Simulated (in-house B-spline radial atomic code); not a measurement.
# Dy⁵¹⁺: Hartree-Fock with and without relativity

How do the shells of Dy⁵¹⁺ move when the Schrödinger Hamiltonian gives way to Dirac's?

Program: in-house B-spline radial atomic code version 1. Level of theory: Hartree-Fock averaged over the configuration, non-relativistic (point nucleus) and Dirac-Coulomb (finite nucleus); spherical all-electron atom at the radial basis limit. These are calculated values, not measurements, unless marked.

## (1) What is computed

| Item | Value |
| --- | --- |
| element | dysprosium (Z = 66) |
| charge | +51 |
| electrons | 15 |
| configuration | [Ne] 3s2 3p3 |
| nucleus | point (non-relativistic run); Fermi, rms radius 5.222 fm (Dirac runs) |

The outer shells:

[Ne] 3s2 3p3
```
[Ne] core
3s [↑↓]
3p [↑ ][↑ ][↑ ]
```

The boxes draw the filling by Hund's rule, which heavy ions in jj coupling don't follow; these runs average over all states of the configuration.

## (2) Non-relativistic run

Settings, as recorded:

```ini
Z = 66
electrons = 15.0
configuration = [Ne] 3s2 3p3
hamiltonian = nr
method = hf
spin_polarised = False
```

## (3) Dirac-Coulomb run

Settings, as recorded:

```ini
Z = 66
electrons = 15.0
configuration = [Ne] 3s2 3p3
hamiltonian = dirac
method = hf
spin_polarised = False
nucleus = fermi
rms_radius = 5.2218
mass_number = 164
atomic_mass = 163.929180819
speed_of_light = 137.035999084
```

## (4) Dirac-Coulomb run in the lowest jj configuration, 1s2 2s2 2p6 3s2 3p-2 3p+1

In configurations, a minus sign after the shell means j = l − 1/2 and a plus sign j = l + 1/2; the count of electrons follows.

The settings differ from step 3 so:

```diff
@@ -2,3 +2,3 @@
 electrons = 15.0
-configuration = [Ne] 3s2 3p3
+configuration = 1s2 2s2 2p6 3s2 3p-2 3p+1
 hamiltonian = dirac
```

Before running: How much does each shell's level and mean radius change with the Dirac Hamiltonian, and the total energy?

As calculated:

Levels and radii; the Dirac values are averaged over j with the occupations as weights.

| shell | ε non-rel. (eV) | ε Dirac (eV) | <r> non-rel. (bohr) | <r> Dirac (bohr) | change of <r> (%) |
| --- | --- | --- | --- | --- | --- |
| 1s | -54280.4 | -57768.0 | 0.02297 | 0.02110 | -8.10 |
| 2s | -11657.7 | -12618.1 | 0.09608 | 0.08791 | -8.50 |
| 2p | -11294.1 | -11637.3 | 0.08152 | 0.07789 | -4.45 |
| 3s | -4703.94 | -4995.09 | 0.2286 | 0.2143 | -6.24 |
| 3p | -4576.45 | -4705.27 | 0.2164 | 0.2090 | -3.42 |

What this shows: The total energy moves by -494.42 hartree, or -5.5 %, between the two Hamiltonians (nuclear size included). The first-order mass-velocity and Darwin terms of the non-relativistic run add up to -431.29 hartree, 87 % of it. Averaged over j, the 2s shell contracts most (-8.50 %). Spin-orbit coupling splits the 3p level by 210.86 eV and the 2p level by 823.08 eV. The lowest jj configuration lies 207.33 eV below the average over the whole configuration. Breit terms add 9.60 hartree and QED terms 7.60 hartree.
